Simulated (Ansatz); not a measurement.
# C4H12Ge (SMILES CC(C)C[GeH3]): HF/3-21G

What is the electronic atomisation energy of C4H12Ge at HF/3-21G? 

The calculation is run with Ansatz 0.2.0.

35 further runs of the same task are left out: 35 set aside as unsound or not needed.

### 1 The system as given

C4H12Ge: 17 atoms, total charge 0, spin state singlet. As SMILES, `CC(C)C[GeH3]`. The shape is that of a PBE0-D4/def2-TZVP optimisation. This is one conformer, not always the lowest.

Bond lengths: C1–C2 1.522 Å, C2–C3 1.523 Å, C2–C4 1.528 Å, C4–Ge5 1.962 Å, C1–H6 1.093 Å, C1–H7 1.093 Å, C1–H8 1.095 Å, C2–H9 1.098 Å, C3–H10 1.095 Å, C3–H11 1.093 Å, C3–H12 1.093 Å, C4–H13 1.094 Å, C4–H14 1.096 Å, Ge5–H15 1.540 Å, Ge5–H16 1.540 Å, Ge5–H17 1.542 Å. Some angles: C1–C2–C3 110.6°, C1–C2–C4 112.0°, C3–C2–C4 110.5°, C2–C4–Ge5 115.3°, C1–C2–H9 107.9°, C3–C2–H9 107.8°, C4–C2–H9 108.0°, C2–C1–H6 112.1°, C2–C1–H7 111.0°, C2–C1–H8 110.6°.

### 2 A single-point energy at HF/3-21G

input.yaml reads:

```yaml
crystal:
  periodic: [false, false, false]
  atoms:
    - {symbol: C, position_ang: [-1.065300, 0.017030, 1.152400]}
    - {symbol: C, position_ang: [0.340480, -0.122320, 0.586260]}
    - {symbol: C, position_ang: [1.025400, -1.359130, 1.152850]}
    - {symbol: C, position_ang: [0.339950, -0.164700, -0.940670]}
    - {symbol: Ge, position_ang: [-0.357840, 1.442150, -1.825170]}
    - {symbol: H, position_ang: [-1.552680, 0.937300, 0.820530]}
    - {symbol: H, position_ang: [-1.049160, 0.026690, 2.244940]}
    - {symbol: H, position_ang: [-1.693240, -0.822160, 0.835830]}
    - {symbol: H, position_ang: [0.919680, 0.755880, 0.900570]}
    - {symbol: H, position_ang: [0.479460, -2.264940, 0.870230]}
    - {symbol: H, position_ang: [2.047150, -1.455690, 0.777150]}
    - {symbol: H, position_ang: [1.069230, -1.323890, 2.244770]}
    - {symbol: H, position_ang: [1.359330, -0.310640, -1.311300]}
    - {symbol: H, position_ang: [-0.243350, -1.023440, -1.291830]}
    - {symbol: H, position_ang: [0.040890, 1.437230, -3.312590]}
    - {symbol: H, position_ang: [-1.892890, 1.528870, -1.742710]}
    - {symbol: H, position_ang: [0.232900, 2.701760, -1.161270]}
basis:
  gaussian: {orbitals: 3-21G-spherical.json}
magnetization: {spin_polarized: false}
hamiltonian: {xc: hf}
accuracy: high
output: {orbitals: {seedname: orbitals}}
```

The basis set 3-21G is read from a file made from the Basis Set Exchange's data (not shown).

Command:

```bash
$ ansatz run input.yaml --threads 1 --pin off --max-ram 3480MiB --events-out events.jsonl --progress --plain --runs-dir runs
```

Log:

```text
Warning: RAYON_NUM_THREADS=1 ignored (pool sized by the plan → 1); use --threads N
Functional definition: HF
  name "HF"
  exchange = exact_x
  correlation = 0
1899 factors; integrals over basis functions are off by at most 1.1e-8 eV
mean field evaluation 1: about -60486.2171 eV, gradient 2.6e1 eV
mean field evaluation 2: about -60486.7524 eV, gradient 2.6e1 eV
mean field evaluation 4: about -60488.6847 eV, gradient 2.7e0 eV
mean field evaluation 8: about -60488.7023 eV, gradient 2.2e-4 eV
mean field -60488.70229214 eV, -2222.9188085213 hartree, gradient 1.8e-8 eV, S^2 0.000000; 0 other end points of the search recorded, 0 dependent functions left out
reference -60488.70229214 eV, -2222.9188085213 hartree; 34, 34 occupied and 48, 48 virtual orbitals, 1899 factors
Total energy: -60488.70229214 eV, -2222.9188085213 hartree
```

Run time: 2.2 s. Hardware: 1 thread of Arm Neoverse V2, shared host; peak memory 0.25 GiB.

### 3 The C atom at the same level

job.yaml reads:

```yaml
crystal:
  periodic: [false, false, false]
  atoms:
    - {symbol: C, position_ang: [0.000000, 0.000000, 0.000000]}
basis:
  gaussian:
    orbitals: 3-21G.json
magnetization:
  spin_polarized: true
  initial_magnetization: 2
hamiltonian:
  xc: hf
accuracy: high
```

The basis set 3-21G is read from a file made from the Basis Set Exchange's data (not shown).

Run the same way, it converges to -37.48107 Eh (log not shown).

### 4 The Ge atom, same level

input.yaml reads:

```yaml
crystal:
  periodic: [false, false, false]
  atoms:
    - {symbol: Ge, position_ang: [0.000000, 0.000000, 0.000000]}
basis:
  gaussian:
    orbitals: 3-21G-spherical.json
hamiltonian:
  xc: hf
magnetization:
  spin_polarized: true
  initial_magnetization: 2
accuracy: high
```

The basis set 3-21G is read from a file made from the Basis Set Exchange's data (not shown).

Run the same way, it converges to -2065.29167 Eh (log not shown).

### 5 The H atom

job.yaml reads:

```yaml
crystal:
  periodic: [false, false, false]
  atoms:
    - {symbol: H, position_ang: [0.000000, 0.000000, 0.000000]}
basis:
  gaussian: {orbitals: 3-21G.json}
accuracy: high
magnetization: {spin_polarized: true, initial_magnetization: 1}
hamiltonian: {xc: hf}
```

The basis set 3-21G is read from a file made from the Basis Set Exchange's data (not shown).

Command:

```bash
$ ansatz run job.yaml --threads 1 --pin off --max-ram 3480MiB --events-out events.jsonl --progress --plain --runs-dir runs
```

Log:

```text
Warning: RAYON_NUM_THREADS=1 ignored (pool sized by the plan → 1); use --threads N
[... 4 set-up lines as earlier in the session ...]
3 factors; integrals over basis functions are off by at most 1.3e-8 eV
mean field evaluation 1: about -13.4868 eV, gradient 1.3e0 eV
mean field evaluation 2: about -13.4868 eV, gradient 1.3e0 eV
mean field evaluation 4: about -13.5023 eV, gradient 2.1e-5 eV
mean field evaluation 8: about -13.5023 eV, gradient 1.0e-12 eV
mean field -13.50225274 eV, -0.4961986360 hartree, gradient 4.5e-8 eV, S^2 0.750000; 0 other end points of the search recorded, 0 dependent functions left out
reference -13.50225274 eV, -0.4961986360 hartree; 1, 0 occupied and 1, 2 virtual orbitals, 3 factors
Total energy: -13.50225274 eV, -0.4961986360 hartree
```

Wall time 0.02 s (1 thread of Arm Neoverse V2, shared host).

### 6 Outcome

Level: HF/3-21G.

```
                     quantity           value
       molecule: total energy  -2222.91881 Eh
        molecule: HOMO energy       -11.02 eV
        molecule: LUMO energy         4.82 eV
      molecule: HOMO–LUMO gap        15.84 eV
         C atom: total energy    -37.48107 Eh
                 C atom: ⟨S²⟩           2.001
        Ge atom: total energy  -2065.29167 Eh
                Ge atom: ⟨S²⟩           2.000
         H atom: total energy     -0.49620 Eh
                 H atom: ⟨S²⟩           0.750
electronic atomisation energy       47.579 eV
```

In words: Taking the molecule apart into free atoms costs 47.58 eV (4591 kJ/mol), before zero-point energy and without spin-orbit coupling. Hartree–Fock lacks the correlation of the bonding pairs, which as a rule makes this value much too low; in minimal bases other errors can mask that. The basis has no polarisation functions, which makes bonds too weak.
